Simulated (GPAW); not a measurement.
## BiTe in GPAW: convergence with smearing width (eV)

Crystal: BiTe.

```
Bi Te
1.0
     2.42271    1.39875    3.31729
    -2.42271    1.39875    3.31729
     0.00000   -2.79750    3.31729
Bi Te
1 1
Direct
  0.50000 0.50000 0.50000
  0.00000 0.00000 0.00000
```

The cell comes from a database or a generator and needn't be the stable form of this composition.

* Program: GPAW 26.7.0
* Task: convergence study
* Functional: LDA
* Potentials or basis: the program's PAW data sets (release 1.2.1) made for this functional
* Cutoff: 600 eV
* Basis: pw
* k mesh: 5 × 5 × 5
* Occupations: fermi-dirac, width 0.5 eV
* Spin: no spin polarisation

These are the settings of the first run; the series varies smearing width (eV), with any setting tied to it.

Hardware: 1 thread of Arm Neoverse V1, with other jobs on the host.

Task: The values tried are 0.5, 0.3, 0.2, 0.15, 0.1, 0.05, 0.025, 0.01, loosest first. From which on does the pressure stay within 0.1 GPa of the tightest run that finished?

Result: From 0.15 on.

| smearing width (eV) | energy less the tightest run, at zero smearing (meV/atom) | pressure (GPa) | SCF cycles | CPU time (s) | peak memory (GiB) |
| --- | --- | --- | --- | --- | --- |
| 0.5 | -8.76 | -2.56 | 10 | 14 | 0.16 |
| 0.3 | -7.19 | -3.35 | 10 | 14 | 0.16 |
| 0.2 | -3.53 | -3.61 | 10 | 14 | 0.16 |
| 0.15 | -2.48 | -3.73 | 10 | 14 | 0.16 |
| 0.1 | -2.19 | -3.82 | 10 | 14 | 0.16 |
| 0.05 | -1.25 | -3.86 | 10 | 14 | 0.16 |
| 0.025 | -0.39 | -3.82 | 10 | 14 | 0.16 |
| 0.01 | 0.00 | -3.77 | 10 | 14 | 0.16 |

Against the tightest run, the energy stays within 1 meV/atom from 0.025 on. Narrower smearing needs a denser k mesh, so at a fixed mesh the narrowest width isn't the most accurate. The tightest run that finished is the yardstick and may itself not be fully converged.
